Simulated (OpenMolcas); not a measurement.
**Ru²⁺ among point charges: CASSCF and CASPT2 levels and susceptibility**

How does a field of 6 point charges split the states of Ru²⁺, and what χT follows?

Program: OpenMolcas 26.06. Level of theory: state-averaged CASSCF and CASPT2, spin-orbit coupling by RASSI with atomic mean-field integrals. These are calculated values, not measurements, unless marked.

## 1. What is computed

```
Species                           : Ru²⁺ (ruthenium, Z = 44, 42 electrons)
Basis                             : ANO-RCC-VDZP [6s5p3d1f], 43 functions
Scalar Hamiltonian                : DKH2, point nucleus
Inactive shells                   : 1s 2s 2p 3s 3p 3d 4s 4p
Active space                      : 6 electrons in 5 orbitals (4d)
Some configurations of this space : 4d⁶
Orbitals                          : optimised for each spin and parity, averaged over all roots
```

Outer shells as boxes (Hund's rule):

4d6
```
4d [↑↓][↑ ][↑ ][↑ ][↑ ]
```

The ion sits among 6 point charges of -0.85 e arranged as an octahedron (Oh), 2.09 Å from the ion.

Each step is its own input file, run in one work folder so that later steps find the files of earlier ones. Labels, J, g values, rates, χT and fits are worked out afterwards by a script from the matrices that RASSI stores. The input lists half of the charges; inversion (Group=XYZ) makes the rest.

## 2. Basis and integrals

Contents of a.inp:

```
&GATEWAY
Coord
1

Ru 0.0 0.0 0.0
Basis=ANO-RCC-VDZP
Group=XYZ
NoMove
AngMom=0.0 0.0 0.0
AMFI
XField
3 Angstrom 0
2.090000 0.000000 0.000000 -0.850000
0.000000 2.090000 0.000000 -0.850000
0.000000 0.000000 2.090000 -0.850000
&SEWARD
```

On the command line:

```bash
$ OMP_NUM_THREADS=1 MOLCAS_MEM=1689 MOLCAS_PROJECT=a pymolcas a.inp > a.log
```

## 3. Reference wave functions, quintets of even parity, 5 roots

Contents of a.inp:

```
&RASSCF
FileOrb=start.orb
Symmetry=1
Spin=5
nActEl=6 0 0
Inactive=9 9
Ras2=5 0
CIRoot=5 5 1
SDav=5
CIMx=300
Iter=120 100
PrWF=0.3
OrbListing=Nothing
MaxOrb=0
>>> COPY $Project.JobIph JOB001
```

start.orb holds the contracted functions of the basis, ordered by shell, or the orbitals of the step before.

## 4. Reference wave functions, triplets of even parity, 45 roots

Contents of a.inp:

```
&RASSCF
FileOrb=start.orb
Symmetry=1
Spin=3
nActEl=6 0 0
Inactive=9 9
Ras2=5 0
CIRoot=45 45 1
SDav=45
CIMx=300
Iter=120 100
PrWF=0.3
OrbListing=Nothing
MaxOrb=0
>>> COPY $Project.JobIph JOB002
```

## 5. CASSCF: singlets of even parity, 50 roots

Contents of a.inp:

```
&RASSCF
FileOrb=start.orb
Symmetry=1
Spin=1
nActEl=6 0 0
Inactive=9 9
Ras2=5 0
CIRoot=50 50 1
SDav=50
CIMx=300
Iter=120 100
PrWF=0.3
OrbListing=Nothing
MaxOrb=0
>>> COPY $Project.JobIph JOB003
```

## 6. State interaction with spin-orbit coupling

Contents of a.inp:

```
&RASSI
NrOfJobIphs=3 5 45 50
1 2 3 4 5
1 2 3 4 5 6 7 8 9 10 11 12 13 14 15 16 17 18 19 20 21 22 23 24 25 26 27
28 29 30 31 32 33 34 35 36 37 38 39 40 41 42 43 44 45
1 2 3 4 5 6 7 8 9 10 11 12 13 14 15 16 17 18 19 20 21 22 23 24 25 26 27
28 29 30 31 32 33 34 35 36 37 38 39 40 41 42 43 44 45 46 47 48 49 50
IphNames
JOB001
JOB002
JOB003
EJob
SpinOrbit
DIPRint=1.0
SOCoupling=1000.0
Subsets=2
Property=9
'ANGMOM' 1 'ANGMOM' 2 'ANGMOM' 3 'MLTPL  1' 1 'MLTPL  1' 2 'MLTPL  1' 3
'AMFI' 1 'AMFI' 2 'AMFI' 3
SOProperty=3
'ANGMOM' 1 'ANGMOM' 2 'ANGMOM' 3
```

## 7. CASPT2: IPEA 0.25, imaginary shift 0.1 (closed shells correlated: 4s 4p)

Contents of a.inp:

```
>>> COPY JOB001 $Project.JobIph
&CASPT2
Multistate=5 1 2 3 4 5
NoMult
Frozen=8 6
IPEA=0.25
Imaginary=0.1
MaxIter=60
WThr=0.0 0.3 0.05
PrWF=0.5
NoMix
>>> COPY JOB002 $Project.JobIph
&CASPT2
Multistate=45 1 2 3 4 5 6 7 8 9 10 11 12 13 14 15 16 17 18 19 20 21 22
23 24 25 26 27 28 29 30 31 32 33 34 35 36 37 38 39 40 41 42 43 44 45
NoMult
Frozen=8 6
IPEA=0.25
Imaginary=0.1
MaxIter=60
WThr=0.0 0.3 0.05
PrWF=0.5
NoMix
>>> COPY JOB003 $Project.JobIph
&CASPT2
Multistate=50 1 2 3 4 5 6 7 8 9 10 11 12 13 14 15 16 17 18 19 20 21 22
23 24 25 26 27 28 29 30 31 32 33 34 35 36 37 38 39 40 41 42 43 44 45 46
47 48 49 50
NoMult
Frozen=8 6
IPEA=0.25
Imaginary=0.1
MaxIter=60
WThr=0.0 0.3 0.05
PrWF=0.5
NoMix
```

(Steps that only read results are left out.)

Before running it: what results should come out? Wanted: spin-free ground state; first state of the same spin within the active space; lowest level; next level.

As calculated:

| quantity | value |
| --- | --- |
| method | SS-CASPT2, IPEA 0.25, imaginary shift 0.1 (closed shells correlated: 4s 4p) |
| spin-free ground state | 5T2, 3-fold in its orbital part |
| first state of the same spin within the active space | 5E at 5670 cm⁻¹ |
| lowest level | 3-fold T2 |
| next level | 384.7 cm⁻¹ |
| χT at 300 K | 4.45 cm³ K/mol |
| effective moment at 300 K | 5.97 μB |

Cost by method:

| method | time of its own steps | time with the reference |
| --- | --- | --- |
| A. CASSCF | 21 s | 21 s |
| B. SS-CASPT2, IPEA 0.25, imaginary shift 0.1, +4s 4p | 5.3 s | 26 s |

Times are of one thread on a shared host.

What this shows: The spin-free ground state (5T2) comes to 100 % from free-ion D terms and keeps the highest spin of the shell. χT at 300 K is 4.45, against 3.01 cm³ K/mol for the spin alone, so orbital moment adds to it. An active space of the d shell alone favours high spin; real ions in strong fields can be low spin. CASPT2 does not keep the components of a term degenerate, and the means are used. The field of point charges can differ much from that of real complexes. With metal d orbitals alone active, the gaps between spin states are rough; where two lie within a few thousand cm-1, their order is open. Point charges carry no covalency, so the field is a model and not that of real ligands.
